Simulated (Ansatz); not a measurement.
# C3H9InS3: basis-set convergence

The task here is to estimate one member of a computed series from the others.

Method: one geometry, several basis sets; program: Ansatz 0.2.0, Gaussian basis.

Levels to be run: PBE0-D4/def2-SVP; ωB97M-V/def2-SVP; PBE0-D4/def2-QZVPP; ωB97M-V/def2-QZVPP; the functionals' def2-TZVPP values are taken from earlier runs.

### The geometry

The geometry comes from an earlier relaxation with PBE0-D4 in a triple-zeta def2 set; it is a stationary point, not always the lowest conformer. In takes the def2 core potential; no spin-orbit term is included.

SMILES `C[S][In]([S]C)[S]C`, 16 atoms, charge 0, spin multiplicity 1.

Atoms are counted from 1 here; the program's logs count them from 0.

Bond lengths: C1–S2 1.822 Å, C1–H8 1.089 Å, C1–H9 1.090 Å, C1–H10 1.089 Å, S2–In3 2.373 Å, In3–S4 2.373 Å, In3–S6 2.373 Å, S4–C5 1.822 Å, C5–H11 1.089 Å, C5–H12 1.090 Å, C5–H13 1.089 Å, S6–C7 1.822 Å, C7–H14 1.089 Å, C7–H15 1.089 Å, C7–H16 1.090 Å. Angles: S2–C1–H8 111.5°, S2–C1–H9 106.4°, S2–C1–H10 111.5°, H8–C1–H9 108.7°, H8–C1–H10 109.7°, H9–C1–H10 108.7°, C1–S2–In3 100.9°, S2–In3–S4 120.0°, S2–In3–S6 120.0°, S4–In3–S6 120.0°, In3–S4–C5 100.9°, S4–C5–H11 111.5°, S4–C5–H12 106.4°, S4–C5–H13 111.5°, H11–C5–H12 108.7°, H11–C5–H13 109.7°, H12–C5–H13 108.7°, In3–S6–C7 100.9° and more.

Set-up of the first run:

in.yaml

```yaml
crystal:
  periodic: [false, false, false]
  atoms:
    - {symbol: C, position_ang: [-2.764182, 1.671518, 0.380928]}
    - {symbol: S, position_ang: [-1.119168, 2.072465, -0.290910]}
    - {symbol: In, position_ang: [0.000408, 0.000084, 0.000213]}
    - {symbol: S, position_ang: [-1.145515, -1.842386, 0.961999]}
    - {symbol: C, position_ang: [0.162406, -3.110048, 0.939225]}
    - {symbol: S, position_ang: [2.265551, -0.229618, -0.670141]}
    - {symbol: C, position_ang: [2.601639, 1.438476, -1.320224]}
    - {symbol: H, position_ang: [-2.709429, 1.392704, 1.432179]}
    - {symbol: H, position_ang: [-3.363681, 2.577340, 0.289748]}
    - {symbol: H, position_ang: [-3.244637, 0.875674, -0.186264]}
    - {symbol: H, position_ang: [0.493101, -3.325398, -0.075757]}
    - {symbol: H, position_ang: [-0.276220, -4.013331, 1.363407]}
    - {symbol: H, position_ang: [1.014993, -2.815367, 1.549280]}
    - {symbol: H, position_ang: [1.958494, 1.674758, -2.166662]}
    - {symbol: H, position_ang: [2.488342, 2.198524, -0.548629]}
    - {symbol: H, position_ang: [3.637907, 1.434614, -1.658401]}
basis:
  gaussian: {orbitals: def2-SVP}
hamiltonian: {xc: pbe0, dispersion: d4}
output: {orbitals: {seedname: orbitals}}
```

Run with:

```sh
ansatz run in.yaml --threads 2 --pin off --events-out ev --progress --plain --max-ram 32768MiB --backend cpu
```

Among the steps run: PBE0-D4 in def2-SVP; ωB97M-V in def2-SVP; PBE0-D4 in def2-QZVPP; ωB97M-V in def2-QZVPP.

One of the session's tables, all rows but one given; the rest of the session is left out.

| functional | basis | HOMO (eV) |
| --- | --- | --- |
| PBE0-D4 | def2-SVP | ? |
| PBE0-D4 | def2-TZVPP | -6.83 |
| PBE0-D4 | def2-QZVPP | -6.85 |
| ωB97M-V | def2-SVP | -8.86 |
| ωB97M-V | def2-TZVPP | -9.01 |
| ωB97M-V | def2-QZVPP | -9.04 |

Q: Estimate the row for PBE0-D4, def2-SVP from the others.

The run gave: HOMO (eV): -6.72. In the column «HOMO (eV)» it is the highest.
